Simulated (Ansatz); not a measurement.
# ZrS: the cost of one run

All numbers are computed with Ansatz 0.2.0, driven from Python. Level of theory: DFT PBEsol, plane waves, PAW.

The COD entry's cell or inner coordinates are ideal or old and differ from later refinements, so a difference from it is no clean test against experiment.

## (1) The system

It takes space group Fm-3m (No. 225, cubic). Conventional cell: a = 5.250 Å, b = 5.250 Å, c = 5.250 Å, α = 90.00°, β = 90.00°, γ = 90.00°. Zr (site symmetry m-3m) has 6 S at 2.62 Å as nearest neighbours. S (site symmetry m-3m) is surrounded by 6 Zr at 2.62 Å.

The script holds or builds the structure itself.

## (2) Script

Input file vcrelax.py:

```python
"""Variable-cell relaxation of ZrS."""

import ansatz as az
from ase import Atoms
from ase.data import atomic_numbers
from ase.neighborlist import neighbor_list
import matplotlib.pyplot as plt
import numpy as np
import spglib

def edges_and_angles(cell):
    cell = np.asarray(cell)
    a, b, c = np.linalg.norm(cell, axis=1)
    cosines = cell[1] @ cell[2] / (b * c), cell[0] @ cell[2] / (a * c), cell[0] @ cell[1] / (a * b)
    return (a, b, c, *np.degrees(np.arccos(cosines)))


def main() -> None:
    cell = (
        az.Lattice.of([0.0, 2.625, 2.625], [2.625, 0.0, 2.625], [2.625, 2.625, 0.0])
        .atom("Zr", [0.0, 0.0, 0.0])
        .atom("S", [0.5, 0.5, 0.5])
    )

    # edges free, angles fixed
    model = (
        cell.calculation()
        .basis(450)
        .kpoints(10)
        .occupations("Fermi-Dirac")
        .functional("pbesol")
        .relax(fix_cell=["angles"])
        .density()
    )
    steps = []


    def collect(event):
        if event["event"] == "relax_step":
            steps.append(event["data"])


    out = model.session().plan().execute(on_event=collect)
    r = out.report
    print("step   energy (eV)     max comp. (eV/A)   P (GPa)  SCF")
    for s in steps:
        print(f"{s['step']:4d} {s['lagrangian_ev']:15.5f} {s['allowed_force_max_ev_ang']:12.4f} {s['pressure_gpa']:10.3f} {s['n_scf']:5d}")

    first, last = steps[0], steps[-1]
    symbols = [site.symbol for site in out.lattice.sites]
    print(f"energy gained {first['lagrangian_ev'] - last['lagrangian_ev']:.4f} eV in {len(steps) - 1} steps")
    for label, vectors in (("before", first["cell_ang"]), ("after", out.lattice.cell_ang)):
        print(label, "a b c (A) {:.4f} {:.4f} {:.4f}  angles {:.2f} {:.2f} {:.2f}".format(*edges_and_angles(vectors)), f" V = {abs(np.linalg.det(vectors)):.3f} A^3")
    print("final stress xx yy zz (GPa, compression positive):", np.round(np.diag(r["stress_gpa"]), 3) + 0.0)

    fig, (top, bottom) = plt.subplots(2, 1, sharex=True, figsize=(4.5, 4))
    top.plot([s["lagrangian_ev"] - last["lagrangian_ev"] for s in steps], "o-")
    top.set_ylabel("E - E(final) (eV)")
    bottom.semilogy([max(s["allowed_force_max_ev_ang"], 1e-6) for s in steps], "s-")
    bottom.set(xlabel="step", ylabel="largest force (eV/A)")
    fig.tight_layout()
    fig.savefig("relax.png", dpi=100)

    final = Atoms(symbols, positions=last["positions_ang"], cell=out.lattice.cell_ang, pbc=True)
    i, j, d = neighbor_list("ijd", final, 4.5)
    print("neighbours within 1.15 times the shortest distance of each atom (A)")
    for atom in range(len(final)):
        near = [m for m in np.argsort(d) if i[m] == atom]
        shell = [m for m in near if d[m] < 1.15 * d[near[0]]]
        print(f"{symbols[atom]}{atom} ({len(shell)}):", ", ".join(f"{symbols[j[m]]} {d[m]:.3f}" for m in shell))

    change = np.array(last["positions_ang"]) @ np.linalg.inv(last["cell_ang"]) - np.array(first["positions_ang"]) @ np.linalg.inv(first["cell_ang"])
    moved = np.linalg.norm(change @ np.array(last["cell_ang"]), axis=1)
    print("displacement within the cell, strain taken out (A):", " ".join(f"{s}:{d:.3f}" for s, d in zip(symbols, moved)))

    n_atoms = len(r["lattice"]["sites"])
    print("F =", round(r["free_energy_ev"], 4), "eV for", n_atoms, "atoms")
    print("E(sigma -> 0) =", round(r["energy_sigma0_ev"], 4), "eV, TS =", round(r["entropy_ts_ev"], 5), "eV")
    print("closed by", r["closed_by"], "after", r["n_iterations"], "iterations")

    spg_cell = (out.lattice.cell_ang, [s.position_frac for s in out.lattice.sites], [atomic_numbers[s.symbol] for s in out.lattice.sites])
    # the group found depends on the tolerance
    for tolerance in (1e-5, 1e-3, 1e-1):
        print(f"symprec {tolerance:g} A: {spglib.get_spacegroup(spg_cell, symprec=tolerance)}")
    print("operations used by the run:", r["n_symmetry_ops"])

    field = sum(channel.density_e_per_ang3 for channel in out.density().channels[:2])
    fig, ax = plt.subplots(figsize=(4, 3.4))
    shown = ax.imshow(np.log10(np.clip(field[:, :, 0].T, 1e-3, None)), origin="lower", extent=(0, 1, 0, 1))
    fig.colorbar(shown, label="log10 density (e/A^3)")
    ax.set(xlabel="fraction of grid vector 1", ylabel="fraction of grid vector 2")
    fig.savefig("density_plane.png", dpi=100)
    print(f"plane through the origin: {field[:, :, 0].min():.4f} to {field[:, :, 0].max():.4f} e/A^3")


if __name__ == "__main__":
    main()
```

## (3) What the engine is handed

The engine receives this input:

```yaml
crystal:
  lattice:
    - [0.0, 2.625, 2.625]
    - [2.625, 0.0, 2.625]
    - [2.625, 2.625, 0.0]
  atoms:
    - { symbol: Zr, position: [0.0, 0.0, 0.0] }
    - { symbol: S, position: [0.5, 0.5, 0.5] }
basis:
  ecutwfc: 450.0
kpoints:
  mp_grid:
    grid: [10, 10, 10]
hamiltonian:
  xc: pbesol
scf:
  occupations:
    method: fermi_dirac
relax:
  cell:
    fix: [angles]
output:
  write_density: true
```

## (4) The run

Launch:

```
> python vcrelax.py
```

**Question.** How long does this script take on 1 thread of Arm Neoverse V1, shared host, and how much memory does it need?

About 19 s, with a peak of 0.52 GiB.
